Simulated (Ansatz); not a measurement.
# In3GaAs4: the cost of one run

Computed with Ansatz 0.2.0 (DFT PBE, scalar-relativistic, plane waves, PAW, unless a step's input says otherwise).

## Step 1: The system as given

The structure is cubic, space group P-43m (No. 215). Conventional cell: a = 6.077 Å, b = 6.077 Å, c = 6.077 Å, α = 90.00°, β = 90.00°, γ = 90.00°. In (site symmetry -42m) has 4 As at 2.67 Å in its first shell of neighbours. Ga (site symmetry -43m) has 4 As at 2.53 Å in its first shell of neighbours. As (site symmetry 3m) has 1 Ga at 2.53 Å and 3 In at 2.67 Å in its first shell of neighbours.

Structure file:

```cif
data_structure
_symmetry_space_group_name_H-M 'P 1'
_symmetry_Int_Tables_number 1
_cell_length_a 6.0774
_cell_length_b 6.0774
_cell_length_c 6.0774
_cell_angle_alpha 90.000
_cell_angle_beta 90.000
_cell_angle_gamma 90.000
_cell_volume 224.46
loop_
_atom_site_label
_atom_site_type_symbol
_atom_site_fract_x
_atom_site_fract_y
_atom_site_fract_z
_atom_site_occupancy
In1 In 0.50000 0.00000 0.00000 1
In2 In 0.00000 0.00000 0.50000 1
In3 In 0.00000 0.50000 0.00000 1
Ga1 Ga 0.50000 0.50000 0.50000 1
As1 As 0.26006 0.73994 0.26006 1
As2 As 0.26006 0.26006 0.73994 1
As3 As 0.73994 0.73994 0.73994 1
As4 As 0.73994 0.26006 0.26006 1
```

The start is the relaxed end of an invented cell (made as: elements ordered on the sites of the GaAs type, Ga/In on Ga (P-43m, No. 215)), taken up again for a closer look.

## Step 2: A first look at the guess

The input, input.yaml:

```yaml
crystal:
  lattice:
    - [6.0773631, 0.0, 0.0]
    - [0.0, 6.0773631, 0.0]
    - [0.0, 0.0, 6.0773631]
  atoms:
    - { symbol: In, position: [0.5, 0.0, 0.0] }
    - { symbol: In, position: [0.0, 0.0, 0.5] }
    - { symbol: In, position: [0.0, 0.5, 0.0] }
    - { symbol: Ga, position: [0.5, 0.5, 0.5] }
    - { symbol: As, position: [0.260061, 0.739939, 0.260061] }
    - { symbol: As, position: [0.260061, 0.260061, 0.739939] }
    - { symbol: As, position: [0.739939, 0.739939, 0.739939] }
    - { symbol: As, position: [0.739939, 0.260061, 0.260061] }
basis:
  ecutwfc: 420
kpoints:
  mp_grid: { grid: [4, 4, 4] }
hamiltonian:
  xc: pbe
scf:
  occupations: { method: gaussian, width: 0.1 }
  lower_state_search: "off"
output:
  forces: true
  stress: true
  eigenvalues: true
```

Command:

```console
$ ansatz run input.yaml --threads 4 --pin off --max-ram 8192MiB --backend cpu --events-out ev --progress --plain --runs-dir out
```

Q: Estimate wall time and peak memory on 4 threads of Arm Neoverse N1, shared host.

About 6 s, with a peak of 0.67 GiB.
